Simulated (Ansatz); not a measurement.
The system is NbSeN.

```xyz
6
Lattice="3.6725 0.0000 0.0000 0.0000 3.6725 0.0000 0.0000 0.0000 6.3782" Properties=species:S:1:pos:R:3 pbc="T T T"
Nb    0.0000    1.8362    5.2746
Nb    1.8362    0.0000    1.1036
Se    0.0000    1.8362    2.4331
Se    1.8362    0.0000    3.9450
N     0.0000    0.0000    0.0000
N     1.8362    1.8362    0.0000
```

The cell comes from a database or a generator and needn't be the stable form of this composition.

Base run:

```yaml
Program: Ansatz 0.2.0
Functional: PBE
Potentials_or_basis: Ansatz PAW
Cutoff: "420 eV (not typed: the program's choice for these potentials)"
k_mesh: 7 × 7 × 4
Occupations: gaussian, width 0.02 eV
Spin: no spin polarisation
```

Its results: band gap on the k mesh none (metal or under the smearing width); pressure -3.1 GPa; largest force 0.500 eV/Å.

**Question.** The run is repeated on the same cell with these changes: functional from PBE to r2SCAN; cutoff from 420 eV (not typed: the program's choice for these potentials) to 500 eV (not typed: the program's choice for these potentials); occupations from gaussian, width 0.02 eV to fermi-dirac, width 0.05 eV. What comes out?

**Answer.** Band gap on the k mesh none (metal or under the smearing width); pressure -4.9 GPa; largest force 0.477 eV/Å.

Caveats: the PAW data sets come from PBE, with cores solved anew for the run's functional, which leaves a small shift of forces and pressure (some runs).
